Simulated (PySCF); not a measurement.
**[Ce(P5)H]+: forces at shaken geometries**

Aim: move all atoms of relaxed [Ce(P5)H]+ at random and read energies and forces. The species was built from a template and needn't be a known compound.

The runs use PySCF 2.14.0; B3LYP, Ce lcecp-1-SVP with ECP47, P def2-SVP, H def2-SVP; scalar-relativistic core potentials, no spin–orbit coupling.

3 further runs of the same task are left out: 2 for a known fault of the program, 1 that didn't finish. Runs told in other sessions of the task aren't counted.

### 1 Starting geometry

7 atoms, charge 1, spin multiplicity 1.

Bond lengths: Ce1–P2 3.204 Å, Ce1–P3 3.204 Å, Ce1–P4 3.204 Å, Ce1–P5 3.204 Å, Ce1–P6 3.204 Å, Ce1–H7 2.048 Å, P2–P3 2.149 Å, P2–P6 2.149 Å, P3–P4 2.149 Å, P4–P5 2.149 Å, P5–P6 2.149 Å. Angles: P2–Ce1–P3 39.2°, P2–Ce1–P4 65.7°, P2–Ce1–P5 65.7°, P2–Ce1–P6 39.2°, P2–Ce1–H7 145.2°, P3–Ce1–P4 39.2°, P3–Ce1–P5 65.7°, P3–Ce1–P6 65.7°, P3–Ce1–H7 145.2°, P4–Ce1–P5 39.2°, P4–Ce1–P6 65.7°, P4–Ce1–H7 145.2°, P5–Ce1–P6 39.2°, P5–Ce1–H7 145.2°, P6–Ce1–H7 145.2°, Ce1–P2–P3 70.4°, Ce1–P2–P6 70.4°, P3–P2–P6 108.0° and more.

Coordinates:

```
Ce    0.00000    0.00000   -1.45169
P     1.82794    0.00002    1.18023
P     0.56484    1.73848    1.18023
P    -1.47885    1.07442    1.18023
P    -1.47882   -1.07445    1.18023
P     0.56488   -1.73846    1.18023
H     0.00000    0.00000   -3.49953
```

Formal oxidation states: Ce +3. Each metal's 1 4f electrons lie in its core potential, so multiplicities, spins and levels count the valence alone. An earlier session relaxed this geometry at B3LYP, Ce lcecp-1-SVP with ECP47, P def2-SVP, H def2-SVP (singlet, point group C5v).

Its energy there is -1738.973592 Eh.

### 2 Atoms moved at random, σ = 0.15 Å

Input file run.py (the lines that set the calculation):

```python
mol = gto.M(atom='''
Ce    -0.03107     0.04719    -1.54018
P      1.67735     0.21577     1.07015
P      0.50868     1.75261     1.03198
P     -1.26713     0.99297     1.43956
P     -1.54679    -1.10222     0.95039
P      0.59622    -1.87111     1.39472
H      0.06273    -0.03520    -3.39673''',
    basis={'Ce': 'lcecp-1-SVP', 'P': 'def2-SVP', 'H': 'def2-SVP'},
    ecp={'Ce': 'lcecp-1-SVP'},
    charge=1, spin=0)
mf = dft.RKS(mol, xc='B3LYP')
mf.grids.atom_grid = (50, 194)  # f atoms: unpruned, at least (60, 302)
mf = mf.density_fit()  # fitting sets: Ce AutoAux, P def2-universal-JKFIT, H def2-universal-JKFIT
mf.conv_tol = 1e-08; mf.max_cycle = 55
mf.kernel(dm0)  # dm0: the density of the relaxed state
```

Started as:

```
OMP_NUM_THREADS=2 python run.py
```

The log of the run:

```text
init E= -1738.80373794324
  HOMO = -0.455339288684126  LUMO = -0.383594127352296  gap/eV = 1.95229
cycle= 1 E= -1738.84730925935  delta_E= -0.0436  |g|= 0.337  |ddm|= 1.24
  HOMO = -0.332470857177313  LUMO = -0.288757012755575  gap/eV = 1.18951
cycle= 2 E= -1738.72174243134  delta_E= 0.126  |g|= 0.655  |ddm|=  1.6
  HOMO = -0.364832124757299  LUMO = -0.305948318381315  gap/eV = 1.60231
cycle= 3 E= -1738.87782503695  delta_E= -0.156  |g|= 0.197  |ddm|= 1.21
  HOMO = -0.376195643508392  LUMO = -0.308894404727544  gap/eV = 1.83136
cycle= 4 E= -1738.89307313089  delta_E= -0.0152  |g|= 0.0485  |ddm|= 0.363
  HOMO = -0.375371100033512  LUMO = -0.31086924545805  gap/eV = 1.75518
cycle= 5 E= -1738.89361231212  delta_E= -0.000539  |g|= 0.0318  |ddm|= 0.113
  HOMO = -0.376045238420744  LUMO = -0.309915469914015  gap/eV = 1.79948
cycle= 6 E= -1738.89398624632  delta_E= -0.000374  |g|= 0.0117  |ddm|= 0.0644
  HOMO = -0.376361068709205  LUMO = -0.309888062363371  gap/eV = 1.80882
cycle= 7 E= -1738.89403872847  delta_E= -5.25e-05  |g|= 0.00383  |ddm|= 0.0236
  HOMO = -0.376271054708351  LUMO = -0.31000738793147  gap/eV = 1.80313
cycle= 8 E= -1738.89404469669  delta_E= -5.97e-06  |g|= 0.00102  |ddm|= 0.00797
  HOMO = -0.376327977953235  LUMO = -0.309965072917024  gap/eV = 1.80583
cycle= 9 E= -1738.89404522435  delta_E= -5.28e-07  |g|= 0.000669  |ddm|= 0.00317
  HOMO = -0.376311329019547  LUMO = -0.309952632317603  gap/eV = 1.80571
cycle= 10 E= -1738.89404548109  delta_E= -2.57e-07  |g|= 0.000182  |ddm|= 0.00197
  HOMO = -0.376321851952966  LUMO = -0.309959345922092  gap/eV = 1.80582
cycle= 11 E= -1738.89404550145  delta_E= -2.04e-08  |g|= 7.13e-05  |ddm|= 0.000656
  HOMO = -0.376324560987651  LUMO = -0.309961445525045  gap/eV = 1.80583
cycle= 12 E= -1738.89404550502  delta_E= -3.56e-09  |g|= 2.45e-05  |ddm|= 0.000266
  HOMO = -0.376324172374499  LUMO = -0.309958907893947  gap/eV = 1.80589
Extra cycle  E= -1738.89404550477  delta_E= 2.42e-10  |g|= 4.25e-05  |ddm|= 0.000135
converged SCF energy = -1738.89404550477
```

It took 8.7 s on 2 threads of Arm Neoverse V1, shared host.

Result: E = -1738.894046 Eh (+2.165 eV from the relaxed state), HOMO -10.24 eV, LUMO -8.43 eV, Mulliken charge on Ce1 +1.03 e, largest force component 5.437 eV/Å. The gap is small, and the closed shell wasn't tested for a lower spin-broken solution.

```
atom      Fx      Fy  Fz (eV/Å)
 Ce1  -0.036  -0.147      2.357
  P2   3.804  -5.437      0.165
  P3   0.032   4.171      0.011
  P4  -4.887  -0.359     -0.350
  P5   1.814  -0.466      1.421
  P6  -0.813   2.292     -1.493
  H7   0.085  -0.053     -2.112
```

### 3 Atoms moved at random, σ = 0.15 Å

Input file run.py (the lines that set the calculation):

```python
mol = gto.M(atom='''
Ce    -0.13339    -0.07841    -1.66008
P      1.78756     0.02270     1.39321
P      0.53241     1.63838     1.06202
P     -1.61840     1.07434     1.32431
P     -1.42491    -1.15839     1.30908
P      0.70278    -1.58428     1.32069
H      0.15395     0.08565    -3.79932''',
    basis={'Ce': 'lcecp-1-SVP', 'P': 'def2-SVP', 'H': 'def2-SVP'},
    ecp={'Ce': 'lcecp-1-SVP'},
    charge=1, spin=0)
mf = dft.RKS(mol, xc='B3LYP')
mf.grids.atom_grid = (50, 194)  # f atoms: unpruned, at least (60, 302)
mf = mf.density_fit()  # fitting sets: Ce AutoAux, P def2-universal-JKFIT, H def2-universal-JKFIT
mf.conv_tol = 1e-08; mf.max_cycle = 55
mf.kernel(dm0)  # dm0: the density of the relaxed state
```

Started as:

```
OMP_NUM_THREADS=2 python run.py
```

The log of the run:

```text
init E= -1738.82686732475
  HOMO = -0.433407598948671  LUMO = -0.343887909892831  gap/eV = 2.43595
cycle= 1 E= -1738.92222718455  delta_E= -0.0954  |g|= 0.155  |ddm|= 0.834
  HOMO = -0.366333486022704  LUMO = -0.300131683171164  gap/eV = 1.80144
cycle= 2 E= -1738.90240889842  delta_E= 0.0198  |g|= 0.279  |ddm|= 0.706
  HOMO = -0.381779965049819  LUMO = -0.305605769927785  gap/eV = 2.07281
cycle= 3 E= -1738.93128138942  delta_E= -0.0289  |g|= 0.0615  |ddm|=  0.5
  HOMO = -0.38668884768294  LUMO = -0.304772657685989  gap/eV = 2.22905
cycle= 4 E= -1738.93268786842  delta_E= -0.00141  |g|= 0.0235  |ddm|= 0.136
  HOMO = -0.386197317094283  LUMO = -0.304975410626011  gap/eV = 2.21016
cycle= 5 E= -1738.93290141164  delta_E= -0.000214  |g|= 0.006  |ddm|= 0.0421
  HOMO = -0.386287928636744  LUMO = -0.305241897112515  gap/eV = 2.20537
cycle= 6 E= -1738.93291595557  delta_E= -1.45e-05  |g|= 0.003  |ddm|= 0.0149
  HOMO = -0.386487912066777  LUMO = -0.305200593759982  gap/eV = 2.21194
cycle= 7 E= -1738.93291991267  delta_E= -3.96e-06  |g|= 0.00084  |ddm|= 0.00629
  HOMO = -0.386453386274695  LUMO = -0.305211106479962  gap/eV = 2.21072
cycle= 8 E= -1738.93292025503  delta_E= -3.42e-07  |g|= 0.00036  |ddm|= 0.00229
  HOMO = -0.386454031072468  LUMO = -0.305173919705201  gap/eV = 2.21174
cycle= 9 E= -1738.93292030505  delta_E= -5e-08  |g|= 0.000262  |ddm|= 0.00113
  HOMO = -0.386452713643951  LUMO = -0.305180540539868  gap/eV = 2.21153
cycle= 10 E= -1738.93292033576  delta_E= -3.07e-08  |g|= 8.02e-05  |ddm|= 0.000604
  HOMO = -0.386455436982853  LUMO = -0.305188456039286  gap/eV = 2.21139
cycle= 11 E= -1738.93292033906  delta_E= -3.3e-09  |g|= 2.63e-05  |ddm|= 0.00022
  HOMO = -0.38645731852624  LUMO = -0.30518312193569  gap/eV = 2.21158
Extra cycle  E= -1738.93292033854  delta_E= 5.28e-10  |g|= 4.86e-05  |ddm|= 0.000155
converged SCF energy = -1738.93292033854
```

Wall time 8.2 s (2 threads of Arm Neoverse V1, shared host).

Read off: E = -1738.932920 Eh (+1.107 eV from the relaxed state), HOMO -10.52 eV, LUMO -8.30 eV, Mulliken charge on Ce1 +1.12 e, largest force component 4.070 eV/Å. 

```
atom      Fx      Fy  Fz (eV/Å)
 Ce1   0.395   0.220      0.747
  P2   2.690   2.511     -0.495
  P3  -1.596   1.713     -0.040
  P4   1.449  -1.350     -0.792
  P5  -0.231   1.062     -0.145
  P6  -2.500  -4.070     -0.164
  H7  -0.208  -0.086      0.891
```

### 4 Atoms moved at random, σ = 0.1 Å

Input file run.py (the lines that set the calculation):

```python
mol = gto.M(atom='''
Ce    -0.02537     0.11276    -1.36023
P      1.88312    -0.04057     1.22929
P      0.66810     1.75951     1.09863
P     -1.42927     0.94057     1.16524
P     -1.52961    -0.99958     1.11525
P      0.66205    -1.74334     1.10822
H     -0.22902    -0.02936    -3.40649''',
    basis={'Ce': 'lcecp-1-SVP', 'P': 'def2-SVP', 'H': 'def2-SVP'},
    ecp={'Ce': 'lcecp-1-SVP'},
    charge=1, spin=0)
mf = dft.RKS(mol, xc='B3LYP')
mf.grids.atom_grid = (50, 194)  # f atoms: unpruned, at least (60, 302)
mf = mf.density_fit()  # fitting sets: Ce AutoAux, P def2-universal-JKFIT, H def2-universal-JKFIT
mf.conv_tol = 1e-08; mf.max_cycle = 55
mf.kernel(dm0)  # dm0: the density of the relaxed state
```

Started as:

```
OMP_NUM_THREADS=2 python run.py
```

The log of the run:

```text
init E= -1738.9783649673
  HOMO = -0.417279920745617  LUMO = -0.321776176605975  gap/eV = 2.59879
cycle= 1 E= -1738.94707252708  delta_E= 0.0313  |g|= 0.106  |ddm|= 0.673
  HOMO = -0.399573570224143  LUMO = -0.308420885355684  gap/eV = 2.48039
cycle= 2 E= -1738.94124024717  delta_E= 0.00583  |g|= 0.168  |ddm|= 0.41
  HOMO = -0.404416347695286  LUMO = -0.311053243655566  gap/eV = 2.54054
cycle= 3 E= -1738.95138912904  delta_E= -0.0101  |g|= 0.0415  |ddm|= 0.294
  HOMO = -0.405619754704604  LUMO = -0.311604302878515  gap/eV = 2.55829
cycle= 4 E= -1738.95202175902  delta_E= -0.000633  |g|= 0.0144  |ddm|= 0.0858
  HOMO = -0.405919293465227  LUMO = -0.311568158300421  gap/eV = 2.56743
cycle= 5 E= -1738.95209639268  delta_E= -7.46e-05  |g|= 0.00567  |ddm|= 0.03
  HOMO = -0.405965343808094  LUMO = -0.31140949332053  gap/eV = 2.57300
cycle= 6 E= -1738.95210748005  delta_E= -1.11e-05  |g|= 0.00341  |ddm|= 0.0137
  HOMO = -0.405977801505082  LUMO = -0.311524452840191  gap/eV = 2.57021
cycle= 7 E= -1738.95211165783  delta_E= -4.18e-06  |g|= 0.00133  |ddm|= 0.007
  HOMO = -0.405930568267885  LUMO = -0.311520757881849  gap/eV = 2.56902
cycle= 8 E= -1738.95211240329  delta_E= -7.45e-07  |g|= 0.000348  |ddm|= 0.00273
  HOMO = -0.405938523766262  LUMO = -0.311504428508525  gap/eV = 2.56968
cycle= 9 E= -1738.95211247105  delta_E= -6.78e-08  |g|= 8e-05  |ddm|= 0.000873
  HOMO = -0.40593845817093  LUMO = -0.311504480552068  gap/eV = 2.56968
cycle= 10 E= -1738.95211247678  delta_E= -5.73e-09  |g|= 5.6e-05  |ddm|= 0.000379
  HOMO = -0.405938350308836  LUMO = -0.311508151291657  gap/eV = 2.56958
Extra cycle  E= -1738.95211247494  delta_E= 1.84e-09  |g|= 9.43e-05  |ddm|= 0.000238
converged SCF energy = -1738.95211247494
```

Wall time 8.5 s (2 threads of Arm Neoverse V1, shared host).

It gives: E = -1738.952112 Eh (+0.584 eV from the relaxed state), HOMO -11.05 eV, LUMO -8.48 eV, Mulliken charge on Ce1 +1.01 e, largest force component 4.258 eV/Å. 

```
atom      Fx      Fy  Fz (eV/Å)
 Ce1   0.159  -0.423     -1.142
  P2   0.015   0.479     -0.063
  P3  -0.432  -0.583      0.511
  P4   0.188   4.258      0.385
  P5   0.833  -3.693      0.134
  P6  -0.777  -0.163      0.133
  H7   0.015   0.125      0.042
```

### 5 The displacements side by side

| σ (Å) | energy rise (eV) | harmonic estimate −½ F·u (eV) | largest force component (eV/Å) |
| --- | --- | --- | --- |
| 0.15 | 2.165 | 2.158 | 5.44 |
| 0.15 | 1.107 | 1.118 | 4.07 |
| 0.1 | 0.584 | 0.629 | 4.26 |

Every displacement raises the energy. For a harmonic well the rise equals −½ F·u; the two differ by at most 8 % here (a move with σ = 0.1 Å), from anharmonicity, the grid and the small forces left at the relaxed point. The largest moves cost over 1 eV, far outside the harmonic range, so agreement there can come from errors that cancel between squeezed and stretched bonds. These are double-zeta-type bases without diffuse functions. Spin–orbit coupling is left out. The core potential fixes the 4f count, so no charge can pass from the ligands into that shell.
